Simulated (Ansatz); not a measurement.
# BeF (doublet): wave-function methods side by side at distance F1–Be2 = 1.477 Å, cc-pVTZ

How much of the correlation energy of BeF (doublet) does each wave-function method recover here?

The runs use Ansatz 0.2.0, Gaussian basis; cc-pVTZ, core rule «outside noble gas», up to 2 orbitals frozen.

The runs, in order: UHF; CCSD(T) on ROHF; CCSD(T) on UHF; BCCD(T) on ROHF; CISD; CCSDT(Q) on ROHF; CCSDT(Q) on UHF; CASSCF and NEVPT2, 3 electrons in 3 orbitals.

21 further runs of the same task are left out: 10 for a known fault of the program, 9 that didn't finish, 2 set aside as unsound or not needed.

## Step 1: What is computed

The geometry derives from a PBE0/def2-TZVP stationary point (not a proven minimum). One bond is set to the value named and the two fragments are kept rigid.

2 atoms, charge 0, spin multiplicity 2.

Atoms are counted from 1 here; the program's logs count them from 0.

Bond lengths: F1–Be2 1.477 Å.

As a file:

| atom | x (Å) | y (Å) | z (Å) |
| --- | --- | --- | --- |
| F1 | 0.0000 | 0.0000 | 0.0000 |
| Be2 | 0.0000 | 0.0000 | 1.4770 |

## Step 2: UHF

Contents of in.yaml:

```yaml
crystal:
  periodic: [false, false, false]
  atoms:
    - {symbol: F, position_ang: [0.000000, 0.000000, 0.000000]}
    - {symbol: Be, position_ang: [0.000000, 0.000000, 1.477000]}
basis:
  gaussian: {orbitals: cc-pVTZ}
magnetization: {spin_polarized: true, initial_magnetization: 1}
hamiltonian: {xc: hf}
output: {orbitals: {seedname: orbitals}}
```

Command:

```console
$ ansatz run in.yaml --threads 1 --pin off --events-out ev --progress --plain --max-ram 2393MiB
```

The runs that follow: CCSD(T) on ROHF; CCSD(T) on UHF; BCCD(T) on ROHF; CISD; CCSDT(Q) on ROHF; CCSDT(Q) on UHF; CASSCF and NEVPT2, 3 electrons in 3 orbitals.

Before running them: what should the planned runs give, taken together? Wanted: UCCSDT(Q) below the RHF energy; RMP2 from UCCSDT(Q); UMP2 from UCCSDT(Q); RCCSD from UCCSDT(Q); RCCSD(T) from UCCSDT(Q); UCCSD(T) from UCCSDT(Q); RCCSDT(Q) from UCCSDT(Q); NEVPT2 pair from UCCSDT(Q); T1 diagnostic.

As calculated:

```
                         quantity                                                   value
   UCCSDT(Q) below the RHF energy                                              -7.9286 eV
              RMP2 from UCCSDT(Q)                                              +224.2 meV
              UMP2 from UCCSDT(Q)                                              +220.7 meV
             RCCSD from UCCSDT(Q)                                              +247.1 meV
          RCCSD(T) from UCCSDT(Q)                                               +12.3 meV
          UCCSD(T) from UCCSDT(Q)                                               +12.0 meV
         RCCSDT(Q) from UCCSDT(Q)                                                +3.7 meV
       NEVPT2 pair from UCCSDT(Q)                                              +284.0 meV
levels within 1 kcal/mol (43 meV)  RCCSD(T), UCCSD(T), BCCD(T), RCCSDT, UCCSDT, RCCSDT(Q)
                    T1 diagnostic                                                   0.018
```

In words: RCCSD(T) lands +12.3 meV from the yardstick (0.2 % of the correlation energy). These misses are within one basis, not against nature; the frozen cores of restricted and unrestricted runs differ, which can shift their rows.
